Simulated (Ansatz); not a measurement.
# Si3Sn: the cost of one run

Method: DFT PBE, scalar-relativistic, plane waves, PAW, in Ansatz 0.2.0.

1 further run of the same task is left out (it didn't finish).

**1. The system as given**

It takes space group P-6m2 (No. 187, hexagonal). Conventional cell: a = 2.970 Å, b = 2.970 Å, c = 9.645 Å, α = 90.00°, β = 90.00°, γ = 120.00°. Si (site symmetry 3m) is surrounded by 9 Si at 2.96 to 2.97 Å and 3 Sn at 2.96 Å. Si (site symmetry -6m2) is surrounded by 12 Si at 2.96 to 2.97 Å. Sn (site symmetry -6m2) is surrounded by 6 Si at 2.96 Å and 6 Sn at 2.97 Å.

As a file:

```xyz
4
Lattice="2.9695 0.0000 0.0000 -1.4848 2.5717 0.0000 0.0000 0.0000 9.6454" Properties=species:S:1:pos:R:3 pbc="T T T"
Si    0.0000    1.7145    7.2341
Si    0.0000    1.7145    2.4114
Si    1.4848    0.8572    4.8227
Sn    1.4848    0.8572    0.0000
```

The start is an ordering of an alloy on its end members' structure types: elements ordered on the sites of the Co type, Si/Sn on Co (P-6m2, No. 187).

**2. A first look at the guess**

File input.yaml:

```yaml
crystal:
  lattice:
    - [2.9695406, 0.0, 0.0]
    - [-1.4847703, 2.5716976, 0.0]
    - [0.0, 0.0, 9.6454044]
  atoms:
    - { symbol: Si, position: [0.33333333, 0.66666667, 0.75] }
    - { symbol: Si, position: [0.33333333, 0.66666667, 0.25] }
    - { symbol: Si, position: [0.66666667, 0.33333333, 0.5] }
    - { symbol: Sn, position: [0.66666667, 0.33333333, 0.0] }
basis:
  ecutwfc: 420
kpoints:
  mp_grid: { grid: [6, 6, 2] }
hamiltonian:
  xc: pbe
scf:
  occupations: { method: gaussian, width: 0.1 }
  lower_state_search: "off"
output:
  forces: true
  stress: true
  eigenvalues: true
```

Run with:

```bash
$ ansatz run input.yaml --threads 1 --pin off --max-ram 2560MiB --backend cpu --events-out ev --progress --plain --runs-dir out
```

**Question.** How long does this run take on 1 thread of Intel Xeon Platinum 8259CL at 2.50GHz (Skylake/Cascade Lake), shared host, and how much memory does it need?

About 3 s, with a peak of 0.39 GiB.
